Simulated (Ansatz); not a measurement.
# CH3FOSi: ionisation energy by level of theory

One table from this session's results is given with a row withheld; the runs are named, their logs left out.

Program: Ansatz 0.2.0, Gaussian basis. Level of theory: unrestricted cation, the program's frozen cores in correlated methods. These are calculated values, not measurements.

Plan: UKS PBE-D4/def2-TZVPP; UKS r2SCAN-D4/def2-TZVPP; UKS PBE0-D4/def2-TZVPP; UKS B3LYP-D4/def2-TZVPP; UKS wB97X-V/def2-TZVPP; UKS wB97M-V/def2-TZVPP; UKS B2PLYP/def2-TZVPP; UHF-CCSD(T)/def2-TZVPP; UHF-MP2/def2-QZVPP; extrapolation to the limit; then −ε(HOMO) from the neutral's earlier runs with LDA (SPW92), PBE-D4, revPBE-D4, BLYP-D4, r2SCAN-D4, B97M-V, PBE0-D4, B3LYP-D4, r2SCANh-D4, r2SCAN0-D4, HSE06-D4, BHLYP-D4, CAM-B3LYP-D4, LC-ωPBE, ωB97X-V, ωB97M-V.

### The geometry

An earlier PBE0-D4 in a triple-zeta def2 set relaxation fixed the geometry.

SMILES `CO[Si]F`, 7 atoms, charge 0, spin multiplicity 1.

Atoms are counted from 1 here; the program's logs count them from 0.

Bond lengths: C1–O2 1.415 Å, C1–H5 1.092 Å, C1–H6 1.092 Å, C1–H7 1.092 Å, O2–Si3 1.628 Å, Si3–F4 1.622 Å. Angles: O2–C1–H5 111.5°, O2–C1–H6 108.9°, O2–C1–H7 108.9°, H5–C1–H6 109.4°, H5–C1–H7 109.4°, H6–C1–H7 108.7°, C1–O2–Si3 132.8°, O2–Si3–F4 102.4°.

Set-up of the first run:

Contents of in.yaml:

```yaml
crystal:
  periodic: [false, false, false]
  atoms:
    - {symbol: C, position_ang: [-0.503555, 0.227098, 0.590963]}
    - {symbol: O, position_ang: [0.658062, 0.670219, -0.085438]}
    - {symbol: Si, position_ang: [1.551000, 0.028464, -1.285651]}
    - {symbol: F, position_ang: [0.775260, -1.362541, -1.591298]}
    - {symbol: H, position_ang: [-0.842010, -0.740100, 0.213769]}
    - {symbol: H, position_ang: [-0.281997, 0.142925, 1.656553]}
    - {symbol: H, position_ang: [-1.295659, 0.965935, 0.455501]}
basis:
  gaussian: {orbitals: def2-TZVPP}
total_charge: 1
magnetization: {spin_polarized: true, initial_magnetization: 1}
hamiltonian: {xc: pbe, dispersion: d4}
```

Among the steps run: Cation, UKS PBE-D4/def2-TZVPP; Cation, UKS r2SCAN-D4/def2-TZVPP; Cation, UKS PBE0-D4/def2-TZVPP; Cation, UKS B3LYP-D4/def2-TZVPP; Cation, UKS wB97X-V/def2-TZVPP; Cation, UKS wB97M-V/def2-TZVPP; Cation, UKS B2PLYP (frozen core)/def2-TZVPP; Cation, UHF-CCSD(T)/def2-TZVPP; Cation, UHF-MP2/def2-QZVPP.

One of the session's tables, all rows but one given; the rest of the session is left out.

Orbital estimates, from the neutral's runs:

| functional | −ε(HOMO) (eV) |
| --- | --- |
| LDA (SPW92) | 6.55 |
| PBE-D4 | 6.43 |
| revPBE-D4 | 6.37 |
| BLYP-D4 | 6.31 |
| r2SCAN-D4 | 6.64 |
| B97M-V | 6.73 |
| PBE0-D4 | 7.59 |
| B3LYP-D4 | 7.41 |
| r2SCANh-D4 | 7.07 |
| r2SCAN0-D4 | 7.72 |
| HSE06-D4 | 7.19 |
| BHLYP-D4 | 8.64 |
| CAM-B3LYP-D4 | 8.95 |
| LC-ωPBE | 10.24 |
| ωB97X-V | 9.91 |
| ωB97M-V | ? |

Q: Estimate the row for ωB97M-V from the others.

As computed: −ε(HOMO) (eV): 9.77. In the column «−ε(HOMO) (eV)» it lies between CAM-B3LYP-D4 (8.95) and ωB97X-V (9.91).
